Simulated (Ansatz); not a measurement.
# CH3F2Si (SMILES C[Si](F)F) at UMP2/6-311+G(d,p)

Aim: the electronic atomisation energy of CH3F2Si at UMP2/6-311+G**, from 5 runs. 

The calculation is run with Ansatz 0.2.0.

34 further runs of the same task are left out: 34 set aside as unsound or not needed.

### Step 1. The structure to begin with

The species is CH3F2Si (7 atoms), meant as a doublet with charge 0. SMILES: `C[Si](F)F`. The coordinates come from a PBE0-D4/def2-TZVP relaxation.

Bond lengths: C1–Si2 1.860 Å, Si2–F3 1.598 Å, Si2–F4 1.598 Å, C1–H5 1.091 Å, C1–H6 1.091 Å, C1–H7 1.094 Å. Angles: C1–Si2–F3 108.7°, C1–Si2–F4 108.7°, F3–Si2–F4 106.1°, Si2–C1–H5 110.5°, Si2–C1–H6 110.5°, Si2–C1–H7 108.7°, H5–C1–H6 109.0°, H5–C1–H7 109.0°, H6–C1–H7 109.0°.

### Step 2. A single-point energy at UMP2/6-311+G(d,p)

File input.yaml:

```yaml
basis:
  gaussian:
    orbitals: 6-311+G_st__st_-spherical.json
crystal:
  periodic: [false, false, false]
  atoms:
    - {symbol: C, position_ang: [-0.274200, 0.729000, -0.218000]}
    - {symbol: Si, position_ang: [0.785100, -0.790400, -0.045500]}
    - {symbol: F, position_ang: [1.077400, -1.037600, 1.505800]}
    - {symbol: F, position_ang: [-0.050900, -2.056800, -0.546000]}
    - {symbol: H, position_ang: [-0.539200, 0.893800, -1.263500]}
    - {symbol: H, position_ang: [0.252700, 1.607700, 0.157300]}
    - {symbol: H, position_ang: [-1.189800, 0.586300, 0.364200]}
magnetization:
  spin_polarized: true
  initial_magnetization: 1
correlation:
  method: mp2
  frozen_orbitals: {C: 1, F: 1, H: 0, Si: 5}
accuracy: high
```

The basis set 6-311+G** is read from a file made from the Basis Set Exchange's data (not shown).

On the command line:

```sh
$ ansatz run input.yaml --threads 1 --pin off --max-ram 3480MiB --events-out events.jsonl --progress --plain --runs-dir runs
```

Standard output:

```text
Warning: RAYON_NUM_THREADS=1 ignored (pool sized by the plan → 1); use --threads N
Functional definition: HF
  name "HF"
  exchange = exact_x
  correlation = 0
2125 factors; integrals over basis functions are off by at most 5.8e-9 eV
mean field evaluation 1: about -14352.9998 eV, gradient 2.9e1 eV
mean field evaluation 2: about -14353.0046 eV, gradient 2.9e1 eV
mean field evaluation 4: about -14356.5204 eV, gradient 2.7e0 eV
mean field evaluation 8: about -14356.6093 eV, gradient 1.7e-1 eV
mean field -14356.60995456 eV, -527.5956845705 hartree, gradient 2.0e-8 eV, S^2 0.753234; 0 other end points of the search recorded, 0 dependent functions left out
8 core orbitals not correlated: weight in the atoms' cores, before any rotation towards them, 1.000 or more for the frozen orbitals, at most 0.000 for the correlated occupied ones
reference -14356.60995456 eV, -527.5956845705 hartree; 13, 12 occupied and 93, 94 virtual orbitals, 2125 factors
second order -17.55194152 eV of doubles, -0.00000000 eV of singles
Total energy: -14374.16189608 eV, -528.2407065240 hartree
```

Run time: 5.7 s. Hardware: 1 thread of Arm Neoverse V2, shared host; peak memory 0.39 GiB.

### Step 3. The C atom at the same level

File molecule.yaml:

```yaml
crystal:
  periodic: [false, false, false]
  atoms:
    - {symbol: C, position_ang: [0.000000, 0.000000, 0.000000]}
basis:
  gaussian:
    orbitals: 6-311+G_st__st_.json
accuracy: high
correlation:
  method: mp2
  frozen_orbitals: {C: 1}
magnetization:
  spin_polarized: true
  initial_magnetization: 2
```

The basis set 6-311+G** is read from a file made from the Basis Set Exchange's data (not shown).

Run the same way, it converges to -37.74587 Eh (log not shown).

### Step 4. The F atom, same level

File molecule.yaml:

```yaml
crystal:
  periodic: [false, false, false]
  atoms:
    - {symbol: F, position_ang: [0.000000, 0.000000, 0.000000]}
basis:
  gaussian:
    orbitals: 6-311+G_st__st_.json
magnetization:
  spin_polarized: true
  initial_magnetization: 1
correlation:
  method: mp2
  frozen_orbitals: {F: 1}
accuracy: high
```

The basis set 6-311+G** is read from a file made from the Basis Set Exchange's data (not shown).

Run the same way, it converges to -99.55959 Eh (log not shown).

### Step 5. The H atom: the energy at UHF/6-311+G(d,p)

File input.yaml:

```yaml
crystal:
  periodic: [false, false, false]
  atoms:
    - {symbol: H, position_ang: [0.000000, 0.000000, 0.000000]}
basis:
  gaussian:
    orbitals: 6-311+G_st__st_.json
total_charge: 0
magnetization:
  spin_polarized: true
  initial_magnetization: 1
hamiltonian:
  xc: hf
accuracy: high
```

The basis set 6-311+G** is read from a file made from the Basis Set Exchange's data (not shown).

Run the same way, it converges to -0.49981 Eh (log not shown).

### Step 6. The Si atom, same level

File molecule.yaml:

```yaml
crystal:
  periodic: [false, false, false]
  atoms:
    - {symbol: Si, position_ang: [0.000000, 0.000000, 0.000000]}
basis:
  gaussian: {orbitals: 6-311+G_st__st_-spherical.json}
total_charge: 0
magnetization: {spin_polarized: true, initial_magnetization: 2}
correlation: {method: mp2, frozen_orbitals: {Si: 5}}
accuracy: high
```

The basis set 6-311+G** is read from a file made from the Basis Set Exchange's data (not shown).

Run the same way, it converges to -288.89249 Eh (log not shown).

### Step 7. Results

Level: UMP2/6-311+G**, 8 core orbitals frozen.

```
                                             quantity          value
                               molecule: total energy  -528.24071 Eh
molecule: correlation energy (8 core orbitals frozen)     -645.0 mEh
          molecule: ⟨S²⟩ of the reference determinant          0.753
                                 C atom: total energy   -37.74587 Eh
   C atom: correlation energy (1 core orbital frozen)      -56.3 mEh
            C atom: ⟨S²⟩ of the reference determinant          2.008
                                 F atom: total energy   -99.55959 Eh
   F atom: correlation energy (1 core orbital frozen)     -159.7 mEh
            F atom: ⟨S²⟩ of the reference determinant          0.753
                                 H atom: total energy    -0.49981 Eh
                                         H atom: ⟨S²⟩          0.750
                                Si atom: total energy  -288.89249 Eh
 Si atom: correlation energy (5 core orbitals frozen)      -42.0 mEh
           Si atom: ⟨S²⟩ of the reference determinant          2.006
                        electronic atomisation energy      26.769 eV
```

Taking the molecule apart into free atoms costs 26.77 eV (2583 kJ/mol), before zero-point energy and without spin-orbit coupling.
